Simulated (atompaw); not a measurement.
**Cu: generating and testing a PAW (atompaw) potential**

Task: generate the file, and judge it by its logarithmic derivatives, its ghosts and its cutoff.

Method: atompaw 4.2.0.5, PBE, scalar-relativistic.

### 1 The atom and the settings

The settings as typed:

| Quantity | Value |
| --- | --- |
| element | copper (Cu, Z = 29) |
| type | PAW |
| frozen core | [Ne] 3s2 |
| valence charge | 17 |
| reference configuration | 3p6 3d10 4s1 4p0 |
| partial waves | 4s (bound): rc 1.90 bohr; 4s channel at 0.2 Ry: rc 1.90 bohr; 3p (bound): rc 0.90 bohr; 4p (bound, empty): rc 1.90 bohr; 3d (bound): rc 1.90 bohr; 3d channel at 1.2 Ry: rc 1.00 bohr |
| local potential | troulliermartins scheme with l = 3 at 0 Ry, radius 1.50 bohr |
| core correction | smooth core density matched at 1.65 bohr |
| augmentation charge | sinc compensation charge, radius 1.90 bohr; PAW radius 1.90 bohr; waves and projectors: custom polynom gramschmidtortho |

An earlier all-electron run gives the scale for the radii.

All-electron outer shells of the reference configuration (PBE, scalar-relativistic, ld1.x):

```csv
shell,level (eV),outermost node (bohr),outermost maximum (bohr)
2p,-916.98,–,0.16
3s,-114.70,0.29,0.61
3p,-72.14,0.26,0.62
3d,-5.04,–,0.60
4s,-4.61,0.89,2.27
4p,-0.70,0.97,3.65
```

### 2 Generation

The input, Cu.input:

```
Cu 29
GGA-PBE scalarrelativistic loggrid 1500 logderivrange -7 5 301
4 4 3 0 0 0
4 0 1
4 1 0
0 0 0
c
c
c
v
c
v
v
v
2
1.90 1.90 1.50 1.65
y
0.2
n
n
y
1.2
n
custom polynom gramschmidtortho sinc
3 0 troulliermartins
1.90
1.90
0.90
1.90
1.90
1.00
PWSCFOUT
UPFDX 0.0125d0 UPFXMIN -7.d0 UPFZMESH 29.d0
END
```

Run with:

```
$ atompaw < Cu.input > Cu.log
```

What does the calculation give? Wanted: cutoffs for 10 and 1 mRy, occupied levels; bound ghosts; largest phase difference near zero energy, channels read; lowest eigenvalue of the overlap; share of valence orbitals outside the PAW sphere; UPF file.

The runs gave:

| quantity | value |
| --- | --- |
| cutoffs for 10 and 1 mRy, occupied levels | 100 Ry and 160 Ry |
| bound ghosts | s at -138.31 eV |
| largest phase difference near zero energy, channels read | 0.008 rad |
| lowest eigenvalue of the overlap (Bessel basis) | 0.305 (s) |
| share of valence orbitals outside the PAW sphere | 4s 80 %, 3p 0 %, 4p 96 %, 3d 10 % |
| UPF file | written |

What this shows: It has a bound ghost (s), a state that the atom doesn't have, and that rules the file out. By its cutoff, 100 Ry for the looser tolerance, it is hard. The slowest occupied level is 3p: taken alone it needs 140 Ry to come within 1 mRy, against 30 Ry for 3d. Near zero energy the phases of the channels with partial waves agree within 0.008 rad. These are tests on the free atom; a crystal test is still owed.
